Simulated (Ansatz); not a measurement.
# CH₇B₂N: small, medium and large basis sets

Aim: see how fast density functionals converge with the basis set for CH₇B₂N.

Method: one geometry, several basis sets; program: Ansatz 0.2.0, Gaussian basis.

Levels to be run: PBE0-D4/def2-SVP; ωB97M-V/def2-SVP; PBE0-D4/def2-QZVPP; ωB97M-V/def2-QZVPP; the functionals' def2-TZVPP values are taken from earlier runs.

**1. The relaxed structure**

All runs share one geometry, relaxed beforehand with PBE0-D4 in a triple-zeta def2 set.

SMILES `CBBN`, 11 atoms, charge 0, spin multiplicity 1.

Atoms are counted from 1 here; the program's logs count them from 0.

Bond lengths: C1–B2 1.563 Å, C1–H5 1.094 Å, C1–H6 1.103 Å, C1–H7 1.092 Å, B2–B3 1.676 Å, B2–H8 1.207 Å, B3–N4 1.393 Å, B3–H9 1.209 Å, N4–H10 1.006 Å, N4–H11 1.006 Å. Angles: B2–C1–H5 113.6°, B2–C1–H6 104.6°, B2–C1–H7 116.1°, H5–C1–H6 104.9°, H5–C1–H7 109.8°, H6–C1–H7 106.8°, C1–B2–B3 124.6°, C1–B2–H8 115.9°, B3–B2–H8 119.1°, B2–B3–N4 126.8°, B2–B3–H9 117.6°, N4–B3–H9 115.6°, B3–N4–H10 122.9°, B3–N4–H11 124.0°, H10–N4–H11 113.0°.

**2. PBE0-D4 in def2-SVP**

Contents of in.yaml:

```yaml
crystal:
  periodic: [false, false, false]
  atoms:
    - {symbol: C, position_ang: [-0.552189, 1.610593, 0.505391]}
    - {symbol: B, position_ang: [-0.789075, 0.199048, -0.121734]}
    - {symbol: B, position_ang: [0.425685, -0.809563, -0.683448]}
    - {symbol: N, position_ang: [1.058394, -1.827640, 0.025745]}
    - {symbol: H, position_ang: [-1.298935, 1.888238, 1.254576]}
    - {symbol: H, position_ang: [-0.711620, 2.314868, -0.328113]}
    - {symbol: H, position_ang: [0.450300, 1.802822, 0.892366]}
    - {symbol: H, position_ang: [-1.941491, -0.109194, -0.308325]}
    - {symbol: H, position_ang: [0.804134, -0.651201, -1.820820]}
    - {symbol: H, position_ang: [1.780487, -2.404226, -0.371753]}
    - {symbol: H, position_ang: [0.839710, -2.070845, 0.976817]}
basis:
  gaussian: {orbitals: def2-SVP}
hamiltonian: {xc: pbe0, dispersion: d4}
output: {orbitals: {seedname: orbitals}}
```

The run is started by

```
ansatz run in.yaml --threads 2 --pin off --events-out ev --progress --plain --max-ram 4352MiB
```

Further steps of the session: ωB97M-V in def2-SVP; PBE0-D4 in def2-QZVPP; ωB97M-V in def2-QZVPP.

Q: Predict the results of all the runs planned. Wanted: PBE0-D4: double and triple zeta above quadruple; ωB97M-V: double and triple zeta above quadruple.

The runs gave:

```
                                       quantity          value
PBE0-D4: double and triple zeta above quadruple  4.70, 0.25 eV
ωB97M-V: double and triple zeta above quadruple  4.97, 0.24 eV
```

What this shows: For PBE0-D4 the step from double to triple zeta gains 4.46 eV and the next only 0.25 eV. Total energies overstate the basis error of differences, where much of it tends to cancel.
